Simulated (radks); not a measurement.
**Ionisation energy and size from Zr⁴⁺ to Cd⁴⁺**

An exercise on one series of results from a longer session: the logs are not shown, and one member is left open.

Method: scalar-relativistic Kohn-Sham, PBE, spin-polarised, spherical densities, point nucleus; open shells are filled with parallel spins first. Code: radks (a radial shooting solver on a logarithmic mesh, Libxc functionals) version 1.

### The atom as given

```
species : Zr⁴⁺, Nb⁴⁺, Mo⁴⁺, Tc⁴⁺, Ru⁴⁺, Rh⁴⁺, Pd⁴⁺, Ag⁴⁺, Cd⁴⁺
runs    : 18, each species and its next ion
```

The first run:

Input:

```text
Z 40
configuration [Kr]
relativity scalar-relativistic
functional pbe,pbe
spin polarised
nucleus point
c 137.035999084
```

Among the steps run: Zr⁴⁺, [Kr]; Zr⁵⁺, [Ar] 3d10 4s2 4p5; Nb⁴⁺, [Kr] 4d1; Nb⁵⁺, [Kr]; Mo⁴⁺, [Kr] 4d2; Mo⁵⁺, [Kr] 4d1; Tc⁴⁺, [Kr] 4d3; Tc⁵⁺, [Kr] 4d2; Ru⁴⁺, [Kr] 4d4; Ru⁵⁺, [Kr] 4d3; Rh⁴⁺, [Kr] 4d5; Rh⁵⁺, [Kr] 4d4; Pd⁴⁺, [Kr] 4d6; Pd⁵⁺, [Kr] 4d5; Ag⁴⁺, [Kr] 4d7; Ag⁵⁺, [Kr] 4d6; Cd⁴⁺, [Kr] 4d8; Cd⁵⁺, [Kr] 4d7.

One table of the session follows, with a row left open; its other results are not shown here.

| species | Δ-SCF (eV) | −ε(HOMO) (eV) | its <r> (bohr) |
| --- | --- | --- | --- |
| Zr⁴⁺ | 80.633 | 72.801 | 1.32 |
| Nb⁴⁺ | ? | ? | ? |
| Mo⁴⁺ | 54.148 | 47.141 | 1.51 |
| Tc⁴⁺ | 57.622 | 50.288 | 1.43 |
| Ru⁴⁺ | 60.993 | 53.347 | 1.36 |
| Rh⁴⁺ | 64.286 | 56.336 | 1.30 |
| Pd⁴⁺ | 63.044 | 55.189 | 1.26 |
| Ag⁴⁺ | 66.635 | 58.440 | 1.20 |
| Cd⁴⁺ | 70.107 | 61.592 | 1.15 |

Q: Estimate the row for Nb⁴⁺ from the others.

The run gave: Δ-SCF (eV): 50.535; −ε(HOMO) (eV): 43.874; its <r> (bohr): 1.61. In the column «Δ-SCF (eV)» it is the lowest.

Open shells are spherical and high-spin; term and fine-structure splittings are not resolved.
